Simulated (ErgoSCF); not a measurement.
**TiO2 (titanium dioxide) at 5 levels**

We compute a comparison of 5 runs (HF/STO-3G, HF/3-21G, HF/def2-SVP, B3LYP/STO-3G, B3LYP/6-31G*) of TiO2 (titanium dioxide). 

Program for the calculation: ErgoSCF 3.8.

1 further run of the same task is left out (it didn't finish).

## (1) The system as given

TiO2 has 3 atoms, charge 0, and is taken as a singlet. SMILES: `[O]=[Ti]=[O]`. Geometry: relaxed at PBE0-D4/def2-TZVP.

Bond lengths: O1–Ti2 1.628 Å, Ti2–O3 1.628 Å. Angles: O1–Ti2–O3 111.8°.

## (2) The energy at HF/STO-3G (run 1)

File input.xyz:

```xyz
3

O      0.921000     0.928800     0.444600
Ti     0.135000    -0.492000     0.331600
O     -1.056100    -0.436800    -0.776200
```

File ergo.in:

```
set_nthreads("env")
molecule "input.xyz"
scf.output_mulliken_pop = 1
scf.use_diagonalization = 1
charge = 0
scf.max_number_of_iterations = 120
tmpdir = "."
basis = "STO-3G"
run "HF"
```

The basis set STO-3G is read from a file made from the Basis Set Exchange's data (not shown).

On the command line:

```sh
$ ergo < ergo.in
```

The program printed:

```text
[...]
INSC SCF_general constructor, number of basis functions: 28
[...]
INSC Energy   1 =       -822.56262807274
[...]
INDE E_LUMO =          0.11649919154
[...]
INSC Energy  19 =       -987.45260075822  ( diff     -0.000000000002956 )
[...]
RESC CONVERGED after  19 iterations.
RESC FINAL ENERGY:       -987.45260075822
[...]
INSC SCF: dipole_moment_x [atomic units] =       0.57214528
INSC SCF: dipole_moment_y [atomic units] =      -2.08479688
INSC SCF: dipole_moment_z [atomic units] =       1.40507924
[...]
```

Run time: 4.8 s. Hardware: 1 thread of Arm Neoverse V1, shared host; peak memory 0.26 GiB.

## (3) A single-point energy at HF/3-21G (run 2)

File job.ego:

```
set_nthreads(1)
molecule_inline Angstrom
O        0.921000       0.928800       0.444600
Ti       0.135000      -0.492000       0.331600
O       -1.056100      -0.436800      -0.776200
EOF
tmpdir = "."
scf.use_diagonalization = 1
scf.output_mulliken_pop = 1
basis = "3-21G"
scf.max_number_of_iterations = 120
run "HF"
```

The basis set 3-21G is read from a file made from the Basis Set Exchange's data (not shown).

On the command line:

```sh
$ ergo job.ego
```

The program printed:

```text
[...]
INSC SCF_general constructor, number of basis functions: 45
[...]
INSC Energy   1 =       -606.65969237969
[...]
INDE E_LUMO =         -0.03023177794
[...]
INSC Energy  25 =       -993.12726007499  ( diff     -0.000000000009095 )
[...]
RESC CONVERGED after  25 iterations.
RESC FINAL ENERGY:       -993.12726007499
[...]
INSC SCF: dipole_moment_x [atomic units] =       0.67893734
INSC SCF: dipole_moment_y [atomic units] =      -2.47416140
INSC SCF: dipole_moment_z [atomic units] =       1.66743891
[...]
```

It took 6.3 s on 1 thread of Arm Neoverse V1, shared host; peak memory 0.26 GiB.

Runs 3 to 4 aren't shown in full; the table further down has their settings and results.

## (4) A single-point energy at B3LYP/6-31G(d) (spherical functions) (run 5)

File job.ego:

```
# O2Ti, B3LYP-G
set_nthreads("env")
scf.use_diagonalization = 1
XC.angint = 41
charge = 0
scf.max_number_of_iterations = 120
XC.sparse_mode = 0
tmpdir = "."
basis = "6-31G*"
XC.radint = 1e-11
scf.output_mulliken_pop = 1
molecule_inline
O  1.74043776 1.75517762 0.84017224
Ti 0.25511303 -0.92974525 0.62663318
O  -1.99573976 -0.82543237 -1.46680542
EOF
run "B3LYP-G"
```

The basis set 6-31G* is read from a file made from the Basis Set Exchange's data (not shown).

On the command line:

```sh
$ ergo job.ego
```

The program printed:

```text
[...]
INDF Weighted mixed functional:
[...]
INSC Energy   1 =       -489.25548708334
[...]
INDE E_LUMO =         -0.11035924451
[...]
INSC Energy  47 =       -999.89278053201  ( diff     -0.000000000002274 )
[...]
RESC CONVERGED after  47 iterations.
RESC FINAL ENERGY:       -999.89278053201
[...]
INSC SCF: dipole_moment_x [atomic units] =       0.57384546
INSC SCF: dipole_moment_y [atomic units] =      -2.09119787
INSC SCF: dipole_moment_z [atomic units] =       1.40934170
[...]
```

Run time: 91 s. Hardware: 1 thread of Arm Neoverse V1, shared host; peak memory 0.26 GiB.

## (5) Overview of the runs

```csv
run,level,integration grid,radint,energy (Eh),dipole moment (D),wall time
1,HF/STO-3G,–,–,-987.452601,6.55,4.8 s
2,HF/3-21G,–,–,-993.127260,7.78,6.3 s
3,HF/def2-SVP,–,–,-997.860456,7.98,37 s
4,B3LYP/STO-3G,Turbo,1e-11,-989.064740,4.84,8.7 s
5,B3LYP/6-31G* (spherical functions),Turbo,1e-11,-999.892781,6.57,91 s
```

## (6) Summary of results

| quantity | value |
| --- | --- |
| run 5: total energy | -999.89278 Eh |
| run 5: dipole moment | 6.57 D |

**Reading.** The dipole moment (its size) runs from 4.84 D (B3LYP/STO-3G) to 7.98 D (HF/def2-SVP). The two ends differ in method and basis. In runs 1, 4 the basis is minimal, so the values are rough. All runs together took 2.5 min, the longest 91 s.
